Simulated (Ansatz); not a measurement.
# C62N: the cost of one run

All numbers below are computed with Ansatz 0.2.0 (DFT PBE+D3(BJ), plane waves, PAW, scalar-relativistic, no spin polarisation).

## (1) The starting structure

The cell holds 63 atoms (C62N): a = 7.140 Å, b = 7.140 Å, c = 7.140 Å, α = 90.00°, β = 90.00°, γ = 90.00°.

The coordinates stand in the first input below.

## (2) End point A

The input, input.yaml:

```yaml
crystal:
  lattice:
    - [7.14, 0.0, 0.0]
    - [0.0, 7.14, 0.0]
    - [0.0, 0.0, 7.14]
  atoms:
    - { symbol: C, position: [0.495987, 0.0031419, 0.0064734] }
    - { symbol: C, position: [0.6306823, 0.1261712, 0.1240044] }
    - { symbol: C, position: [0.7523259, 0.2523051, -0.0014064] }
    - { symbol: C, position: [0.8673793, 0.3740821, 0.1258675] }
    - { symbol: C, position: [0.7485473, -0.007712, 0.2553636] }
    - { symbol: C, position: [0.8733368, 0.1307547, 0.3705473] }
    - { symbol: C, position: [-0.000308, 5.6e-06, 0.0029891] }
    - { symbol: C, position: [0.1245827, 0.1294957, 0.1226295] }
    - { symbol: C, position: [0.2493971, 0.2498868, -0.0030632] }
    - { symbol: C, position: [0.3749625, 0.3760914, 0.1214546] }
    - { symbol: C, position: [0.5040338, 0.493602, 0.005178] }
    - { symbol: C, position: [0.6325593, 0.6244549, 0.1267965] }
    - { symbol: C, position: [0.7509957, 0.7580853, 0.0095558] }
    - { symbol: C, position: [0.8761232, 0.8739975, 0.1239896] }
    - { symbol: C, position: [0.2502134, -0.007022, 0.2462765] }
    - { symbol: C, position: [0.3788215, 0.1210304, 0.3751812] }
    - { symbol: C, position: [0.504194, 0.2489597, 0.2510761] }
    - { symbol: C, position: [0.6344703, 0.3704471, 0.372483] }
    - { symbol: C, position: [0.7492, 0.4995471, 0.2526487] }
    - { symbol: C, position: [0.8792988, 0.625307, 0.3734082] }
    - { symbol: C, position: [0.5040943, 0.0028809, 0.5034378] }
    - { symbol: C, position: [0.6184937, 0.1274102, 0.6201807] }
    - { symbol: C, position: [0.7451414, 0.249473, 0.4985787] }
    - { symbol: C, position: [0.8820715, 0.3724329, 0.6276469] }
    - { symbol: C, position: [0.754651, 0.0007465, 0.7554417] }
    - { symbol: C, position: [0.8749849, 0.121945, 0.8789281] }
    - { symbol: "N", position: [0.0026595, 0.5000723, -0.0068123] }
    - { symbol: C, position: [0.1282044, 0.6249675, 0.1256008] }
    - { symbol: C, position: [0.2584357, 0.7497643, 0.0019981] }
    - { symbol: C, position: [0.3756037, 0.8725064, 0.1216553] }
    - { symbol: C, position: [0.0009304, 0.2515796, 0.2407833] }
    - { symbol: C, position: [0.1296989, 0.3802237, 0.3807034] }
    - { symbol: C, position: [0.2519632, 0.5010516, 0.2521031] }
    - { symbol: C, position: [0.3817148, 0.6188836, 0.3704243] }
    - { symbol: C, position: [0.4950551, 0.7496283, 0.2576488] }
    - { symbol: C, position: [0.6278081, 0.8679087, 0.3660972] }
    - { symbol: C, position: [0.0023029, -0.0015723, 0.4957059] }
    - { symbol: C, position: [0.1214482, 0.123516, 0.6237963] }
    - { symbol: C, position: [0.2519971, 0.2536788, 0.5016367] }
    - { symbol: C, position: [0.372199, 0.3812148, 0.6236974] }
    - { symbol: C, position: [0.4991282, 0.5023905, 0.5008252] }
    - { symbol: C, position: [0.6205777, 0.6303374, 0.6282026] }
    - { symbol: C, position: [0.7552235, 0.7535678, 0.5002136] }
    - { symbol: C, position: [0.8757599, 0.8759928, 0.622288] }
    - { symbol: C, position: [0.2482314, 0.0011839, 0.7492513] }
    - { symbol: C, position: [0.3718422, 0.1335238, 0.8816994] }
    - { symbol: C, position: [0.5034804, 0.2454429, 0.7475976] }
    - { symbol: C, position: [0.6245585, 0.3763483, 0.8712789] }
    - { symbol: C, position: [0.749795, 0.4987857, 0.7481271] }
    - { symbol: C, position: [-0.0024288, 0.744719, 0.2451847] }
    - { symbol: C, position: [0.1278434, 0.8724539, 0.3753821] }
    - { symbol: C, position: [2.2e-05, 0.4955709, 0.5021598] }
    - { symbol: C, position: [0.12231, 0.6355722, 0.6249895] }
    - { symbol: C, position: [0.2530868, 0.7464027, 0.5121618] }
    - { symbol: C, position: [0.3765446, 0.8810168, 0.6195077] }
    - { symbol: C, position: [-0.0009921, 0.2443286, 0.7488797] }
    - { symbol: C, position: [0.128304, 0.3799994, 0.8808313] }
    - { symbol: C, position: [0.2479587, 0.4964166, 0.7546866] }
    - { symbol: C, position: [0.3757026, 0.6258745, 0.8767966] }
    - { symbol: C, position: [0.5016183, 0.7567751, 0.7501679] }
    - { symbol: C, position: [0.6204003, 0.8793572, 0.8802072] }
    - { symbol: C, position: [0.0038977, 0.7418045, 0.7460236] }
    - { symbol: C, position: [0.1314255, 0.8783368, 0.8684386] }
total_charge: -1
basis:
  ecutwfc: 420.0
kpoints:
  mp_grid: { grid: [2, 2, 2] }
hamiltonian:
  xc: pbe
  dispersion: d3bj
  pseudopotentials: { kind: paw, azcp: { folder: soft_1 } }
scf:
  occupations: { method: gaussian, width: 0.02 }
  lower_state_search: "off"
relax:
  f_tol: 0.03
  max_steps: 60
  adjacent_minimum: "off"
```

Command:

```
ansatz run input.yaml --threads 4 --pin off --max-ram 10240MiB --backend cpu --events-out ev --progress --plain --runs-dir out
```

**Question.** How long does this run take on 4 threads of Arm Neoverse V1, shared host, and how much memory does it need?

About 44 s, with a peak of 1.8 GiB.
